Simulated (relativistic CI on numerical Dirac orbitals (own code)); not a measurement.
# Os⁵⁺: how the levels respond to the fine-structure constant and the nuclear radius

Aim: the factor q = dE/dx of each excitation energy, x = (α/α0)² − 1, by finite differences, and the field-shift factor by the mean square nuclear radius, for the lowest 30 levels.

The numbers are computed with relativistic CI on numerical Dirac orbitals (own code) version 3 (Dirac-Coulomb-Breit CI, KLI orbitals optimised for each configuration, valence Slater integrals scaled by 0.85, P86 correlation energy added to each configuration, derivatives by finite differences), except any that are marked as measured or tabulated.

### Step 1. The atom as given

| Property | Result |
| --- | --- |
| ion | Os⁵⁺ (Os VI) |
| nuclear charge | 76 |
| electrons | 71 |
| isotope | A = 192 |
| first configuration | [Xe] 4f14 5d3 |

The outer shells:

[Xe] 4f14 5d3
```
[Xe] core
4f [↑↓][↑↓][↑↓][↑↓][↑↓][↑↓][↑↓]
5d [↑ ][↑ ][↑ ][  ][  ]
```

### Step 2. The run

The run's settings:

```ini
atom Os  Z=76  charge=5  electrons=71
nucleus A=192  rms_radius_fm=5.4126
hamiltonian dirac-coulomb  breit=on  qed=off  c_scale=1
orbitals kli  potential=per-configuration
slater_scale 0.85
correlation p86
mixing on
configurations
  [Xe] 4f14 5d3
  [Xe] 4f14 5d2 6s
  [Xe] 4f14 5d2 5f
  [Xe] 4f14 5d2 6p
  [Xe] 4f14 5d 6s2
  [Kr] 4d10 4f14 5s2 5p5 5d4
  [Xe] 4f14 5d 5f2
  [Xe] 4f14 5d 6s 6p
end
derivatives alpha2 +-0.01 radius +-1%
```

What does the calculation give? Wanted: lowest level; largest q in size, lowest 30 levels; largest K in size within the lowest configuration; largest field-shift factor among them.

The runs gave:

```
                                         quantity                        value
                                     lowest level                    5d3 4F3/2
              largest q in size, lowest 30 levels   -51230 cm⁻¹ (5d2 6s 4F3/2)
largest K in size within the lowest configuration             2.49 (5d3 4F5/2)
            largest field-shift factor among them  93.6 GHz/fm² (5d2 6s 4F9/2)
```

**Reading.** Among these levels the largest q belongs to 5d2 6s 4F3/2, a change of configuration. The fine-structure partner 4F5/2 has K = 2.49, away from the 2 of a pure α² interval, since levels mix. K = 2q/E, the relative sensitivity of a level, hangs on the computed energy: between configurations that lie close it can be off by a factor of several.
